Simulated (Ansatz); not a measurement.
# C₂H₅NOSi: a ladder of functionals and wavefunction methods

An exercise on one series of results from a longer session: the logs are not shown, and one member is left open.

The runs use Ansatz 0.2.0, Gaussian basis; functionals in def2-TZVPP, the program's frozen cores in correlated methods.

Plan: LDA (SPW92), PBE-D4, revPBE-D4, BLYP-D4, r2SCAN-D4, B97M-V, PBE0-D4, B3LYP-D4, r2SCANh-D4, r2SCAN0-D4, HSE06-D4, BHLYP-D4, CAM-B3LYP-D4, LC-ωPBE, ωB97X-V, ωB97M-V, B2PLYP, PBE-QIDH; CCSD(T)/def2-SVP; CCSD(T)/def2-TZVPP; MP2/def2-QZVPP; extrapolation to the limit; RPA on PBE.

## The geometry

An earlier PBE0-D4 in a triple-zeta def2 set relaxation fixed the geometry.

SMILES `OC1N=C1[SiH3]`, 10 atoms, charge 0, spin multiplicity 1.

Atoms are counted from 1 here; the program's logs count them from 0.

Bond lengths: O1–C2 1.381 Å, O1–H6 0.962 Å, C2–N3 1.481 Å, C2–C4 1.442 Å, C2–H7 1.088 Å, N3–C4 1.266 Å, C4–Si5 1.862 Å, Si5–H8 1.482 Å, Si5–H9 1.482 Å, Si5–H10 1.483 Å. Angles: C2–O1–H6 108.8°, O1–C2–N3 118.2°, O1–C2–C4 118.2°, O1–C2–H7 115.2°, N3–C2–C4 51.3°, N3–C2–H7 117.0°, C4–C2–H7 121.8°, C2–N3–C4 62.8°, C2–C4–N3 66.0°, C2–C4–Si5 152.4°, N3–C4–Si5 141.5°, C4–Si5–H8 107.8°, C4–Si5–H9 109.4°, C4–Si5–H10 107.6°, H8–Si5–H9 111.1°, H8–Si5–H10 109.9°, H9–Si5–H10 110.8°.

Set-up of the first run:

in.yaml reads:

```yaml
crystal:
  periodic: [false, false, false]
  atoms:
    - {symbol: O, position_ang: [-1.777925, 1.291699, 0.179645]}
    - {symbol: C, position_ang: [-0.577901, 0.968632, 0.782901]}
    - {symbol: N, position_ang: [-0.454057, -0.358026, 1.429915]}
    - {symbol: C, position_ang: [0.126353, -0.200031, 0.316238]}
    - {symbol: Si, position_ang: [1.113272, -1.133373, -0.957822]}
    - {symbol: H, position_ang: [-2.376834, 1.638845, 0.847949]}
    - {symbol: H, position_ang: [-0.058418, 1.799859, 1.255423]}
    - {symbol: H, position_ang: [0.345279, -1.121121, -2.225070]}
    - {symbol: H, position_ang: [1.343284, -2.518950, -0.485548]}
    - {symbol: H, position_ang: [2.400047, -0.418633, -1.140834]}
basis:
  gaussian: {orbitals: def2-TZVPP}
hamiltonian: {xc: lda}
output: {orbitals: {seedname: orbitals}}
```

The run is started by

```bash
$ ansatz run in.yaml --threads 4 --pin off --events-out ev --progress --plain --max-ram 10444MiB
```

Among the steps run: LDA; PBE-D4 (GGA); revPBE-D4 (GGA); BLYP-D4 (GGA); r2SCAN-D4 (meta-GGA); B97M-V (meta-GGA); B3LYP-D4 (hybrid); r2SCANh-D4 (hybrid); r2SCAN0-D4 (hybrid); HSE06-D4 (hybrid); BHLYP-D4 (hybrid); CAM-B3LYP-D4 (range-separated); LC-ωPBE (range-separated); ωB97X-V (range-separated); ωB97M-V (range-separated); B2PLYP (double hybrid); PBE-QIDH (double hybrid).

One of the session's tables, all rows but one given; the rest of the session is left out.

It belongs to the step «Frontier levels by functional». 

```
  functional  HOMO (eV)  gap (eV)
 LDA (SPW92)      -6.21      3.70
      PBE-D4      -6.04      3.77
   revPBE-D4      -5.98      3.79
     BLYP-D4      -5.93      3.81
   r2SCAN-D4      -6.28      4.17
      B97M-V      -6.41      4.35
     PBE0-D4      -7.39      6.20
    B3LYP-D4      -7.17      5.75
  r2SCANh-D4      -6.78      5.08
  r2SCAN0-D4      -7.54      6.44
    HSE06-D4          ?         ?
    BHLYP-D4      -8.64      8.65
CAM-B3LYP-D4      -8.78      8.82
     LC-ωPBE     -10.12     11.35
     ωB97X-V      -9.76     10.90
     ωB97M-V      -9.66     10.71
```

Estimate the missing values for HSE06-D4.

**Answer.** HOMO (eV): -6.98; gap (eV): 5.41. In the column «HOMO (eV)» it lies between B3LYP-D4 (-7.17) and r2SCANh-D4 (-6.78).
